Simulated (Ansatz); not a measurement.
**Ge2Sb: a trial structure relaxed**

The task: take a trial cell of Ge2Sb to zero force and stress.

Program: Ansatz 0.2.0. Level of theory: DFT PBE, scalar-relativistic, plane waves, PAW. These are calculated values, not measurements.

**1. The system as given**

The structure is tetragonal, space group P4/mmm (No. 123). Conventional cell: a = 3.169 Å, b = 3.169 Å, c = 6.054 Å, α = 90.00°, β = 90.00°, γ = 90.00°. Ge (site symmetry 4mm) has 4 Sb at 2.77 Å and 6 Ge at 2.79 to 3.27 Å as nearest neighbours. Around Sb (site symmetry 4/mmm) lie 8 Ge at 2.77 Å and 4 Sb at 3.17 Å.

Structure file:

```cif
data_structure
_symmetry_space_group_name_H-M 'P 1'
_symmetry_Int_Tables_number 1
_cell_length_a 3.1689
_cell_length_b 3.1689
_cell_length_c 6.0543
_cell_angle_alpha 90.000
_cell_angle_beta 90.000
_cell_angle_gamma 90.000
_cell_volume 60.80
loop_
_atom_site_label
_atom_site_type_symbol
_atom_site_fract_x
_atom_site_fract_y
_atom_site_fract_z
_atom_site_occupancy
Ge1 Ge 0.50000 0.50000 0.27000 1
Ge2 Ge 0.50000 0.50000 0.73000 1
Sb1 Sb 0.00000 0.00000 0.00000 1
```

The cell is invented: species swapped into a database cell of FeSi2 (P4/mmm, No. 123), with Sb on the Fe sites and Ge on the Si sites. Its size is a rough estimate.

**2. A first look at the guess**

input.yaml reads:

```yaml
crystal:
  lattice:
    - [3.1688526, 0.0, 0.0]
    - [0.0, 3.1688526, 0.0]
    - [0.0, 0.0, 6.05434998]
  atoms:
    - { symbol: Ge, position: [0.5, 0.5, 0.27000001] }
    - { symbol: Ge, position: [0.5, 0.5, 0.72999999] }
    - { symbol: Sb, position: [0.0, 0.0, 0.0] }
basis:
  ecutwfc: 420
kpoints:
  mp_grid: { grid: [6, 6, 4] }
hamiltonian:
  xc: pbe
scf:
  occupations: { method: gaussian, width: 0.1 }
  lower_state_search: "off"
output:
  forces: true
  stress: true
  eigenvalues: true
```

Launch:

```
> ansatz run input.yaml --threads 1 --pin off --max-ram 2560MiB --backend cpu --events-out ev --progress --plain --runs-dir out
```

The program printed, cut to the lines that bear on the results:

```text
Warning: RAYON_NUM_THREADS=1 ignored (pool sized by the plan → 1); use --threads N
[...]
Pseudopotentials: kind: paw
Pseudopotential: Ge, paw, valence charge 14, recommended cutoff 420 eV (normal), Ge.paw.azcp
Pseudopotential: Sb, paw, valence charge 15, recommended cutoff 420 eV (normal), Sb.paw.azcp
Functional definition: PBE
[...]
Crystal: 3 atoms, lattice volume = 60.796 Å³
Basis set: ecut = 420 eV, 1213 PW (Γ), exchange–correlation on 48×48×90 points (8 copies of the dense FFT grid, shifted against one another)
Bands: 26, of which v1, the nominal top of the filled ones, is band 22 counted from 1 (21 counted from 0)
Symmetry: 16 space group operations
Space group: P4/mmm (ITA 123), of the structure as read, at distance tolerance 3.9e-5 Å
k-points: 30 of 144
[...]
SCF iter   1: F=—  HF=-15072.177247 eV  |F-HF|=—  |Δ(HF+E_count)|=         —  Δρ=2.27e-3  dr2=2.91e-3  ethr=1.77e-3  ⟨swp⟩=5.5  Hψ=3235  notcnv=0
[...]
SCF iter   7: F=-15072.175805 eV  HF=-15072.175805 eV  |F-HF|=9.48e-9  |Δ(HF+E_count)|=   3.73e-9  Δρ=3.85e-6  dr2=1.23e-8  ethr=2.33e-10  ⟨swp⟩=6.0  Hψ=2778  notcnv=0
[...]
SCF converged after 7 iterations
Free energy (F): -15072.175805 eV
[...]
E sigma→0 (E₀):  -15072.170652 eV
Entropy (-TS):   -0.010305 eV (-3.435 meV/atom)
Fermi energy:    12.497343 eV
[...]
--- Forces (eV/Å), atoms counted from 1 ---
  atom   1  Ge     0.00000000     0.00000000     1.85376889
  atom   2  Ge     0.00000000     0.00000000    -1.85376889
  atom   3  Sb    -0.00000000     0.00000000     0.00000000
[...]
--- Stress (GPa, compression-positive) ---
       24.300678       0.000000       0.000000
        0.000000      24.300678       0.000000
        0.000000       0.000000      17.019551
  P = ⅓ Tr σ = 21.8736 GPa (218.736 kbar)
--- Band table (eV; the first three rows and the last of 30) ---
  k-point 0: bands = ["-17.3059", "-17.1918", "-17.1580", "-17.1550", "-17.1550", "-12.4414", "-12.4305", "-12.4271", "-12.3950", "-12.3950", "-12.3753", "-12.3751", "-12.3560", "-12.3560", "-12.3423", "-2.5591", "2.0485", "4.4741", "11.9832", "11.9832", "13.8016", "14.0546", "16.3194", [...]
[...]
```

It took 1.8 s on 1 thread of Intel Xeon Platinum 8488C (Sapphire Rapids), shared host; peak memory 0.38 GiB.

The probe gives pressure 21.9 GPa, largest force 1.85 eV/Å, gap on this mesh none (metal). A cheap, loose relaxation comes first.

**3. Rough relaxation on the coarse mesh**

Edit input.yaml of step 2 so:

```diff
@@ -22 +22,6 @@
   eigenvalues: true
+relax:
+  adjacent_minimum: "off"
+  f_tol: 0.04
+  max_steps: 70
+  cell: { stress_tol: 0.4 }
```

Launch:

```
> ansatz run input.yaml --threads 1 --pin off --max-ram 2560MiB --backend cpu --events-out ev --progress --plain --runs-dir out
```

The program printed:

```text
Warning: RAYON_NUM_THREADS=1 ignored (pool sized by the plan → 1); use --threads N
Engine: ansatz 0.2.0, x86_64-unknown-linux-gnu
[... 4 set-up lines as earlier in the session ...]
  parameter kappa = 0.804
  parameter beta = 0.06672455060314922
  exchange = pbe_x(kappa = kappa, mu = beta*pi^2/3)
  correlation = pbe_c(beta = beta)
Crystal: 3 atoms, lattice volume = 60.796 Å³
Basis set: ecut = 420 eV, 1213 PW (Γ), exchange–correlation on 48×48×90 points (8 copies of the dense FFT grid, shifted against one another)
Bands: 26, of which v1, the nominal top of the filled ones, is band 22 counted from 1 (21 counted from 0)
[... 2 set-up lines as earlier in the session ...]
k-points: 30 of 144
Non-local potential: Ge, projectors of the file, l = 0: 2, l = 1: 2, l = 2: 3, l = 3: 1
Non-local potential: Sb, projectors of the file, l = 0: 2, l = 1: 2, l = 2: 2, l = 3: 2
PAW form: soft (Blöchl's): semilocal exchange-correlation on the pseudo side does not see the compensation charge
PAW one-centre angular grid: Ge, 590 points (default); XC on 64 Gauss nodes
PAW one-centre angular grid: Sb, 590 points (default); XC on 64 Gauss nodes
Initial density: superposition of atomic densities (neutral atoms: chi_scale 0, normalization atom), corrected by the library's trained network
Initial wavefunctions: pseudopotential atomic-orbital guess
Functional: x = pbe(κ = 0.804, μ = 0.2195149727645171), c = pbe(β = 0.06672455060314922)
SCF iter   1: F=—  HF=-15072.177247 eV  |F-HF|=—  |Δ(HF+E_count)|=         —  Δρ=2.27e-3  dr2=2.91e-3  ethr=1.77e-3  ⟨swp⟩=5.5  Hψ=3235  notcnv=0
preconditioner: auto → LDOS  [metal: Δε(μ)=0.062 eV  Ē_g=23.179 eV  σ=0.100 eV  W_gap=0.34  n_scr=16 (ndim 8)  ℏωp=31.2 eV  f_vac=0.021  D(μ)=2.04/eV (n_scr^D=16)  β→1.0]
SCF iter   2: F=—  HF=-15072.176652 eV  |F-HF|=—  |Δ(HF+E_count)|=   5.95e-4  Δρ=1.45e-3  dr2=2.09e-3  ethr=6.77e-6  ⟨swp⟩=2.0  Hψ=1671  notcnv=0
SCF iter   3: F=—  HF=-15072.175847 eV  |F-HF|=—  |Δ(HF+E_count)|=   8.05e-4  Δρ=3.50e-4  dr2=9.21e-5  ethr=4.86e-6  ⟨swp⟩=2.0  Hψ=1267  notcnv=0
SCF iter   4: F=—  HF=-15072.175806 eV  |F-HF|=—  |Δ(HF+E_count)|=   4.02e-5  Δρ=1.45e-4  dr2=1.15e-5  ethr=2.14e-7  ⟨swp⟩=2.0  Hψ=1267  notcnv=0
SCF iter   5: F=—  HF=-15072.175805 eV  |F-HF|=—  |Δ(HF+E_count)|=   1.62e-6  Δρ=4.74e-5  dr2=1.68e-6  ethr=2.69e-8  ⟨swp⟩=2.0  Hψ=1417  notcnv=0
SCF iter   6: F=—  HF=-15072.175805 eV  |F-HF|=—  |Δ(HF+E_count)|=   1.64e-7  Δρ=1.42e-5  dr2=1.36e-7  ethr=3.90e-9  ⟨swp⟩=2.0  Hψ=1268  notcnv=0
SCF iter   7: F=-15072.175805 eV  HF=-15072.175805 eV  |F-HF|=9.48e-9  |Δ(HF+E_count)|=   3.58e-9  Δρ=3.85e-6  dr2=1.23e-8  ethr=2.33e-10  ⟨swp⟩=6.0  Hψ=2778  notcnv=0
SCF 1 converged in 7 iterations: F = -15072.175805 eV  dr2 = 1.23e-8
relax step   1: F+E_penalty+E_count = -15072.17580459 eV  Δ(F+E_penalty+E_count) = +0.000e0 eV  max|allowed force component| = 1.854e0 eV/Å  Δτ_max = 0.0000 Å  P = +21.874 GPa  Ω = 60.796 Å³  (7 SCF iters, dr2 threshold 1.00e-7 eV, accepted)
Crystal: 3 atoms, lattice volume = 69.025 Å³
Basis set: ecut = 420 eV, 1349 PW (Γ), exchange–correlation on 48×48×90 points (8 copies of the dense FFT grid, shifted against one another)
Initial density: handed on by an earlier stage of this run
Initial wavefunctions: those handed on with the density
iter 1 solved again at ethr=1.29e-4 eV; its pass at ethr=3.10e-3 eV (dr2=5.55e-2 eV) is discarded
SCF iter   1: F=—  HF=-15073.101604 eV  |F-HF|=—  |Δ(HF+E_count)|=         —  Δρ=5.85e-3  dr2=5.45e-2  ethr=1.29e-4  ⟨swp⟩=1.5  Hψ=4445  notcnv=0
preconditioner: auto → LDOS  [metal: Δε(μ)=0.072 eV  Ē_g=22.612 eV  σ=0.100 eV  W_gap=0.37  n_scr=16 (ndim 8)  ℏωp=29.3 eV  f_vac=0.026  D(μ)=1.27/eV (n_scr^D=2)  β→1.0]
SCF iter   2: F=—  HF=-15073.100496 eV  |F-HF|=—  |Δ(HF+E_count)|=   1.11e-3  Δρ=3.00e-3  dr2=2.03e-2  ethr=1.27e-4  ⟨swp⟩=2.2  Hψ=1136  notcnv=0
SCF iter   3: F=—  HF=-15073.097046 eV  |F-HF|=—  |Δ(HF+E_count)|=   3.45e-3  Δρ=8.96e-4  dr2=2.06e-3  ethr=4.73e-5  ⟨swp⟩=3.0  Hψ=1417  notcnv=0
SCF iter   4: F=—  HF=-15073.096648 eV  |F-HF|=—  |Δ(HF+E_count)|=   3.98e-4  Δρ=1.73e-4  dr2=8.05e-5  ethr=4.78e-6  ⟨swp⟩=2.0  Hψ=916  notcnv=0
SCF iter   5: F=—  HF=-15073.096676 eV  |F-HF|=—  |Δ(HF+E_count)|=   2.76e-5  Δρ=4.95e-5  dr2=1.22e-6  ethr=1.87e-7  ⟨swp⟩=2.1  Hψ=1287  notcnv=0
SCF iter   6: F=-15073.096675 eV  HF=-15073.096675 eV  |F-HF|=3.39e-8  |Δ(HF+E_count)|=   1.26e-6  Δρ=7.58e-6  dr2=2.37e-8  ethr=6.98e-10  ⟨swp⟩=6.5  Hψ=3437  notcnv=0
SCF 2 converged in 6 iterations: F = -15073.096675 eV  dr2 = 2.37e-8
relax step   2: F+E_penalty+E_count = -15073.09667483 eV  Δ(F+E_penalty+E_count) = -9.209e-1 eV  max|allowed force component| = 4.541e-1 eV/Å  Δτ_max = 0.1135 Å  P = +5.210 GPa  Ω = 69.025 Å³  energy of the carried Pulay correction = -2.083e-3 eV  (6 SCF iters, dr2 threshold 3.00e-7 eV, accepted)
Crystal: 3 atoms, lattice volume = 72.082 Å³
Basis set: ecut = 420 eV, 1405 PW (Γ), exchange–correlation on 48×48×90 points (8 copies of the dense FFT grid, shifted against one another)
iter 1 solved again at ethr=3.80e-6 eV; its pass at ethr=3.10e-3 eV (dr2=1.63e-3 eV) is discarded
SCF iter   1: F=—  HF=-15073.176365 eV  |F-HF|=—  |Δ(HF+E_count)|=         —  Δρ=1.68e-3  dr2=1.55e-3  ethr=3.80e-6  ⟨swp⟩=2.0  Hψ=4297  notcnv=0
preconditioner: auto → LDOS  [insulator: Δε(μ)=0.143 eV  Ē_g=19.608 eV  σ=0.100 eV  W_gap=0.68  n_scr=16 (ndim 8)  ℏωp=25.1 eV  f_vac=0.017  D(μ)=0.59/eV (n_scr^D=2)  ε∞_Penn≈2.6  β→1.0]
SCF iter   2: F=—  HF=-15073.176647 eV  |F-HF|=—  |Δ(HF+E_count)|=   2.82e-4  Δρ=3.29e-4  dr2=4.58e-4  ethr=3.61e-6  ⟨swp⟩=2.0  Hψ=936  notcnv=0
SCF iter   3: F=—  HF=-15073.176615 eV  |F-HF|=—  |Δ(HF+E_count)|=   3.24e-5  Δρ=2.38e-4  dr2=2.56e-4  ethr=1.07e-6  ⟨swp⟩=2.0  Hψ=932  notcnv=0
SCF iter   4: F=—  HF=-15073.176597 eV  |F-HF|=—  |Δ(HF+E_count)|=   1.77e-5  Δρ=8.29e-5  dr2=3.50e-5  ethr=5.95e-7  ⟨swp⟩=2.0  Hψ=879  notcnv=0
SCF iter   5: F=—  HF=-15073.176590 eV  |F-HF|=—  |Δ(HF+E_count)|=   6.59e-6  Δρ=2.02e-5  dr2=1.82e-6  ethr=8.15e-8  ⟨swp⟩=2.0  Hψ=890  notcnv=0
SCF iter   6: F=-15073.176590 eV  HF=-15073.176590 eV  |F-HF|=2.27e-8  |Δ(HF+E_count)|=   3.30e-7  Δρ=2.96e-6  dr2=2.53e-8  ethr=6.98e-10  ⟨swp⟩=3.3  Hψ=2959  notcnv=0
SCF 3 converged in 6 iterations: F = -15073.176590 eV  dr2 = 2.53e-8
relax step   3: F+E_penalty+E_count = -15073.17659013 eV  Δ(F+E_penalty+E_count) = -7.992e-2 eV  max|allowed force component| = 7.552e-2 eV/Å  Δτ_max = 0.0419 Å  P = +1.658 GPa  Ω = 72.082 Å³  energy of the carried Pulay correction = -2.792e-3 eV  (6 SCF iters, dr2 threshold 3.00e-7 eV, accepted)
[... from here on, the SCF cycles and remarks between the steps are left out ...]
relax step   4: F+E_penalty+E_count = -15073.18737469 eV  Δ(F+E_penalty+E_count) = -1.078e-2 eV  max|allowed force component| = 6.710e-2 eV/Å  Δτ_max = 0.0275 Å  P = -0.115 GPa  Ω = 74.632 Å³  energy of the carried Pulay correction = -3.359e-3 eV  (5 SCF iters, dr2 threshold 3.00e-7 eV, accepted)
relax step   5: F+E_penalty+E_count = -15073.18988346 eV  Δ(F+E_penalty+E_count) = -2.509e-3 eV  max|allowed force component| = 8.986e-3 eV/Å  Δτ_max = 0.0003 Å  P = -0.007 GPa  Ω = 74.600 Å³  energy of the carried Pulay correction = -3.352e-3 eV  (5 SCF iters, dr2 threshold 3.00e-7 eV, accepted)
relax step   6: F+E_penalty+E_count = -15073.19276553 eV  Δ(F+E_penalty+E_count) = -2.882e-3 eV  max|allowed force component| = 9.746e-2 eV/Å  Δτ_max = 0.0120 Å  P = +0.034 GPa  Ω = 74.891 Å³  energy of the carried Pulay correction = -3.415e-3 eV  (7 SCF iters, accepted)
relax step   7: F+E_penalty+E_count = -15073.22081198 eV  Δ(F+E_penalty+E_count) = -2.805e-2 eV  max|allowed force component| = 2.812e-1 eV/Å  Δτ_max = 0.0651 Å  P = -0.621 GPa  Ω = 76.107 Å³  energy of the carried Pulay correction = -3.677e-3 eV  (7 SCF iters, dr2 threshold 3.00e-7 eV, accepted)
relax step   8: F+E_penalty+E_count = -15073.27326354 eV  Δ(F+E_penalty+E_count) = -5.245e-2 eV  max|allowed force component| = 1.880e-1 eV/Å  Δτ_max = 0.0786 Å  P = -0.775 GPa  Ω = 76.261 Å³  energy of the carried Pulay correction = -3.710e-3 eV  (6 SCF iters, dr2 threshold 3.00e-7 eV, accepted)
relax step   9: F+E_penalty+E_count = -15073.31174753 eV  Δ(F+E_penalty+E_count) = -3.848e-2 eV  max|allowed force component| = 2.827e-1 eV/Å  Δτ_max = 0.0705 Å  P = +0.488 GPa  Ω = 74.888 Å³  energy of the carried Pulay correction = -3.414e-3 eV  (6 SCF iters, dr2 threshold 3.00e-7 eV, accepted)
relax step  10: F+E_penalty+E_count = -15073.32122619 eV  Δ(F+E_penalty+E_count) = -9.479e-3 eV  max|allowed force component| = 8.219e-2 eV/Å  Δτ_max = 0.0251 Å  P = -0.352 GPa  Ω = 75.468 Å³  energy of the carried Pulay correction = -3.540e-3 eV  (5 SCF iters, dr2 threshold 3.00e-7 eV, accepted)
relax step  11: F+E_penalty+E_count = -15073.29361351 eV  Δ(F+E_penalty+E_count) = +2.761e-2 eV  max|allowed force component| = 2.956e-1 eV/Å  Δτ_max = 0.0312 Å  P = -1.943 GPa  Ω = 76.165 Å³  energy of the carried Pulay correction = -3.689e-3 eV  (5 SCF iters, dr2 threshold 3.00e-7 eV, rejected (line search))
relax step  12: F+E_penalty+E_count = -15073.32397716 eV  Δ(F+E_penalty+E_count) = -2.751e-3 eV  max|allowed force component| = 4.865e-3 eV/Å  Δτ_max = 0.0130 Å  P = -0.041 GPa  Ω = 74.842 Å³  energy of the carried Pulay correction = -3.404e-3 eV  (8 SCF iters, accepted)
relax step  13: F+E_penalty+E_count = -15073.39909340 eV  Δ(F+E_penalty+E_count) = -7.512e-2 eV  max|allowed force component| = 1.093e-3 eV/Å  Δτ_max = 0.0000 Å  P = +1.728 GPa  Ω = 74.842 Å³  stress off target by 2.61e0 GPa  SCF on the basis re-selected at this cell (its energy is not comparable with the rows above)  (8 SCF iters)
relax step  14: F+E_penalty+E_count = -15073.42406340 eV  Δ(F+E_penalty+E_count) = -2.497e-2 eV  max|allowed force component| = 2.267e-2 eV/Å  Δτ_max = 0.0199 Å  P = +0.473 GPa  Ω = 77.199 Å³  energy of the carried Pulay correction = -5.329e-4 eV  (6 SCF iters, dr2 threshold 3.00e-7 eV, accepted)
relax step  15: F+E_penalty+E_count = -15073.42561154 eV  Δ(F+E_penalty+E_count) = -1.548e-3 eV  max|allowed force component| = 3.965e-2 eV/Å  Δτ_max = 0.0093 Å  P = -0.059 GPa  Ω = 78.255 Å³  energy of the carried Pulay correction = -8.215e-4 eV  (5 SCF iters, dr2 threshold 3.00e-7 eV, accepted)
Basis set: ecut = 420 eV, 1499 PW (Γ), exchange–correlation on 54×54×80 points (8 copies of the dense FFT grid, shifted against one another)
iter 1 solved again at ethr=2.61e-7 eV; its pass at ethr=3.10e-3 eV (dr2=1.12e-4 eV) is discarded
SCF iter   1: F=—  HF=-15073.413115 eV  |F-HF|=—  |Δ(HF+E_count)|=         —  Δρ=9.71e-4  dr2=3.49e-5  ethr=2.61e-7  ⟨swp⟩=2.6  Hψ=5021  notcnv=0
preconditioner: auto → LDOS  [insulator: Δε(μ)=0.159 eV  Ē_g=7.834 eV  σ=0.100 eV  W_gap=0.54  n_scr=20 (ndim 8)  ℏωp=15.1 eV  f_vac=0.049  D(μ)=2.68/eV (n_scr^D=20)  ε∞_Penn≈4.7  β→1.0]
SCF iter   2: F=—  HF=-15073.426227 eV  |F-HF|=—  |Δ(HF+E_count)|=   1.31e-2  Δρ=5.61e-5  dr2=1.15e-5  ethr=8.11e-8  ⟨swp⟩=2.8  Hψ=1014  notcnv=0
SCF iter   3: F=—  HF=-15073.426216 eV  |F-HF|=—  |Δ(HF+E_count)|=   1.08e-5  Δρ=3.98e-5  dr2=2.13e-6  ethr=2.68e-8  ⟨swp⟩=2.0  Hψ=926  notcnv=0
SCF iter   4: F=—  HF=-15073.426228 eV  |F-HF|=—  |Δ(HF+E_count)|=   1.18e-5  Δρ=1.87e-5  dr2=7.61e-7  ethr=4.96e-9  ⟨swp⟩=2.0  Hψ=1268  notcnv=0
SCF iter   5: F=—  HF=-15073.426228 eV  |F-HF|=—  |Δ(HF+E_count)|=   9.18e-8  Δρ=4.97e-6  dr2=1.19e-8  ethr=1.77e-9  ⟨swp⟩=2.0  Hψ=1280  notcnv=0
SCF iter   6: F=—  HF=-15073.426228 eV  |F-HF|=—  |Δ(HF+E_count)|=   2.66e-8  Δρ=2.01e-6  dr2=4.59e-9  ethr=4.47e-12  ⟨swp⟩=5.0  Hψ=2801  notcnv=0
SCF iter   7: F=-15073.426228 eV  HF=-15073.426228 eV  |F-HF|=2.00e-11  |Δ(HF+E_count)|=   1.38e-9  Δρ=5.45e-7  dr2=4.18e-10  ethr=4.47e-12  ⟨swp⟩=4.3  Hψ=2612  notcnv=0
SCF 16 converged in 7 iterations: F = -15073.426228 eV  dr2 = 4.18e-10
relax step  16: F+E_penalty+E_count = -15073.42622842 eV  Δ(F+E_penalty+E_count) = -6.169e-4 eV  max|allowed force component| = 3.980e-2 eV/Å  Δτ_max = 0.0000 Å  P = -0.077 GPa  Ω = 78.255 Å³  stress off target by 2.37e-1 GPa  SCF on the basis re-selected at this cell (its energy is not comparable with the rows above)  (7 SCF iters)
basis re-selected at this cell: Δ(F+E_penalty+E_count) = -6.169e-4 eV, ΔP = -0.018 GPa vs the last step (what re-selecting the basis moved, of the pressure what is left beyond the Pulay correction that the steps carried, after the strain that the cell walked since its last selection, with what the two solves' SCF thresholds leave and, on support functions, any second-order correction that the steps lacked; it is no measure of the basis error at this ecutwfc). The dense FFT grid was sized anew with the basis: this SCF ran on 27×27×40 points, the steps before it on 25×25×40, so part of this shift can come from that change (see relax.cell in the input reference). This SCF's stress stands 2.37e-1 GPa from its target on what of the cell is left free (relax.cell.stress_tol is 4.00e-1 GPa) and its largest allowed force component is 3.98e-2 eV/Å (relax.f_tol is 4.00e-2 eV/Å): within both
SCF converged after 7 iterations
Free energy (F): -15073.426228 eV
Harris-Foulkes:  -15073.426228 eV  (|F-HF|=2.00e-11)
Internal energy: -15073.412881 eV  (E = F + TS)
E sigma→0 (E₀):  -15073.419555 eV
Entropy (-TS):   -0.013347 eV (-4.449 meV/atom)
Fermi energy:    8.702823 eV
--- Per-component energies (eV) ---
  E_band       = -482.959278
  E_kinetic    = 425.612057
  E_local      = -6619.182827  (includes V_loc(G=0)·N_el)
  E_nonlocal   = 1191.826511
  E_hartree    = 2924.139466
  E_xc         = -288.546600
  E_vxc        = -223.737048  (∫ρ·V_xc dr)
  E_paw        = -8607.160842  (= ΣΔE_a)
  E_vpaw       = -1105.758437  (= ΣTr[D̂ρ^β])
  E_aug_tail   = 0.000625  (compensation charges beyond the density's cutoff)
  E_ewald      = -4100.101272
  E_smearing   = -0.013347  (= −TS)
  E_closure    = -0.000000  (closes the sum)
  Σ components = -15073.426228   (vs F -15073.426228, Δ=0.00e0)
--- Forces (eV/Å), atoms counted from 1 ---
  atom   1  Ge     0.00000000     0.00000000    -0.03980075
  atom   2  Ge     0.00000000     0.00000000     0.03980075
  atom   3  Sb     0.00000000     0.00000000     0.00000000
  max |Σ_I F_I| component: 0.00e0 eV/Å
--- Stress (GPa, compression-positive) ---
        0.002747       0.000000       0.000000
        0.000000       0.002747       0.000000
        0.000000       0.000000      -0.237354
  P = ⅓ Tr σ = -0.0773 GPa (-0.773 kbar)
--- Band table (eV; the first three rows and the last of 30) ---
  k-point 0: bands = ["-20.5613", "-20.5470", "-20.5139", "-20.5139", "-20.5104", "-16.2084", "-16.1293", "-16.1293", "-16.1096", "-16.1037", "-16.1001", "-16.0965", "-16.0496", "-16.0496", "-15.9921", "-3.8964", "1.4713", "1.9340", "6.3053", "6.6581", "6.6581", "10.5067", "11.6565", "11.6565", "12.0098", "13.3299"]
  k-point 1: bands = ["-20.5613", "-20.5470", "-20.5139", "-20.5139", "-20.5104", "-16.1777", "-16.1180", "-16.1180", "-16.1083", "-16.1028", "-16.1015", "-16.0974", "-16.0611", "-16.0611", "-16.0228", "-3.7299", "-0.0614", "3.5618", "6.8221", "6.8221", "6.8389", "9.9647", "10.6243", "10.6243", "12.1906", "13.9293"]
  k-point 2: bands = ["-20.5613", "-20.5470", "-20.5139", "-20.5139", "-20.5103", "-16.1178", "-16.1058", "-16.1040", "-16.1015", "-16.0987", "-16.0949", "-16.0949", "-16.0844", "-16.0844", "-16.0826", "-3.5166", "-0.8347", "4.3066", "7.0254", "7.0254", "7.7442", "9.9334", "9.9334", "10.0492", "11.2643", "12.4349"]
  k-point 29: bands = ["-20.5602", "-20.5314", "-20.5192", "-20.5192", "-20.4989", "-16.1131", "-16.1079", "-16.1073", "-16.0969", "-16.0969", "-16.0928", "-16.0915", "-16.0873", "-16.0873", "-16.0781", "0.2736", "0.6161", "0.8587", "3.7208", "3.7208", "6.8735", "6.8735", "7.4947", "10.9846", "11.4771", "14.6248"]
--- Relaxed structure (14 steps of the walk, 13 accepted, 2 SCFs on fresh bases) ---
  F+E_penalty+E_count = -15073.42622842 eV   max|allowed force component| = 3.980e-2 eV/Å   (the final SCF, on the basis selected at the relaxed cell)
  cell:  # Å, volume = 78.2549 Å³
    - [3.805402870016837, -1.008862581120007e-33, 0.0]
    - [-1.008862581120007e-33, 3.8054028700168363, 0.0]
    - [0.0, 0.0, 5.403939595677586]
  atoms:
    - { symbol: Ge, position: [0.5, 0.49999999999999994, 0.2552682231513733] }
    - { symbol: Ge, position: [0.5, 0.49999999999999994, 0.7447317768486265] }
    - { symbol: Sb, position: [-1.6460406729075247e-35, -2.9438804342384595e-35, 8.595754201725915e-19] }
```

Run time: 37 s. Hardware: 1 thread of Intel Xeon Platinum 8488C (Sapphire Rapids), shared host; peak memory 0.44 GiB.

Relaxation path:

```csv
step,energy from step 1 (eV/cell),largest force component (eV/Å),pressure (GPa),volume (Å³)
1,0.0000,1.8538,21.87,60.80
2,-0.9209,0.4541,5.21,69.03
3,-1.0008,0.0755,1.66,72.08
4,-1.0116,0.0671,-0.11,74.63
5,-1.0141,0.0090,-0.01,74.60
6,-1.0170,0.0975,0.03,74.89
7,-1.0450,0.2812,-0.62,76.11
8,-1.0975,0.1880,-0.77,76.26
9,-1.1359,0.2827,0.49,74.89
10,-1.1454,0.0822,-0.35,75.47
11,-1.1178,0.2956,-1.94,76.16
12,-1.1482,0.0049,-0.04,74.84
13,-1.2233,0.0011,1.73,74.84
14,-1.2483,0.0227,0.47,77.20
15,-1.2498,0.0396,-0.06,78.25
16,-1.2504,0.0398,-0.08,78.25
```

Step 1 is the start. Steps 13, 16 each repeat the geometry before them on a plane-wave basis chosen anew, so the energy can jump there without any move. Step 11 was tried and not accepted.

|  | before | after | change |
| --- | --- | --- | --- |
| a (Å) | 3.169 | 3.805 | +20.1 % |
| b (Å) | 3.169 | 3.805 | +20.1 % |
| c (Å) | 6.054 | 5.404 | -10.7 % |
| volume (Å³/atom) | 20.27 | 26.08 | +28.7 % |
| shortest distance (Å) | 2.774 | 2.645 | -4.6 % |
| space group (0.01 Å) | P4/mmm | P4/mmm | same |

Forces and stress were held to the start's 16 operations: a distortion of lower symmetry was not tested.

[end of part 1 of 2]
